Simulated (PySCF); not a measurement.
# CF3(CH2)2OH: geometry, NMR shifts

Aim: predict the NMR shifts of CF3(CH2)2OH (`OCCC(F)(F)F`).

The runs use PySCF 2.14.0, with density-fitted response routines of our own; the level of theory stands in each step. All values are computed, except where a source is named. Atoms count from 0, in the outputs and in this text.

## (1) The starting structure

12 atoms, charge 0, multiplicity 1; geometry from: GFN2-xTB.

Bonds of the start (Å): O0–C1 1.40, C1–C2 1.54, C2–C3 1.51, C3–F4 1.34, C3–F5 1.34, C3–F6 1.34, O0–H7 0.96, C1–H8 1.10, C1–H9 1.09, C2–H10 1.09, C2–H11 1.09.

## (2) Relaxing the molecule at PBE0-D3(BJ)/def2-SVP

Job settings and geometry (Å):

```
{"job": {"xc": "PBE0", "basis": "def2-SVP", "d3": "d3bj", "grid": 1, "kind": "geom"}, "charge": 0, "multiplicity": 1}
O      2.143938    -0.767321     0.133072
C      1.027228    -0.033913    -0.282980
C     -0.221040    -0.359555     0.556055
C     -1.423774     0.416019     0.066284
F     -2.522268     0.149124     0.789319
F     -1.236926     1.744041     0.137383
F     -1.730136     0.144170    -1.209370
H      2.395814    -0.497284     1.023683
H      1.222667     1.046710    -0.243952
H      0.856045    -0.320941    -1.323406
H     -0.448954    -1.424803     0.487836
H     -0.061395    -0.096931     1.604769
```

**Question.** This job is followed by: GIAO PBE0/pcSseg-0 NMR shielding, non-relativistic, gas phase; GIAO PBE0/pcSseg-2 NMR shielding, non-relativistic, gas phase. Predict these results of the whole session: point group; rotational constants (main isotopes); 13C shifts against TMS (PBE0/pcSseg-0); 1H shifts against TMS (PBE0/pcSseg-0, means over atoms taken as alike); 17O shifts against H2O (PBE0/pcSseg-0); 19F shifts against CFCl3 (PBE0/pcSseg-0, means over atoms taken as alike); range of the shift of C3.

The runs gave:

```
                                                                 quantity                  value
                                                              point group                     C1
                                     rotational constants (main isotopes)   5.05, 1.46, 1.44 GHz
                                   13C shifts against TMS (PBE0/pcSseg-0)  147.3, 61.0, 45.8 ppm
   1H shifts against TMS (PBE0/pcSseg-0, means over atoms taken as alike)  4.34, 2.50, -1.03 ppm
                                   17O shifts against H2O (PBE0/pcSseg-0)               26.7 ppm
19F shifts against CFCl3 (PBE0/pcSseg-0, means over atoms taken as alike)              -87.0 ppm
                                                 range of the shift of C3     135.0 to 147.3 ppm
```

Relaxing lowered the energy by 0.026 eV in 6 steps; the close pair that moved most is C1–C2, from 1.539 to 1.524 Å. No frequency check was run at this level, so the end point may be a saddle. At PBE0/pcSseg-0: The widest tensor belongs to F4, F5, F6: span 166 ppm, with a paramagnetic part of -210 ppm. In ppm, C3 moves most: its shift spreads over 12.2 ppm, from 135.0 (PBE0/pcSseg-2) to 147.3 (PBE0/pcSseg-0). Most of that comes from the computed reference, not from the atom's own shielding.
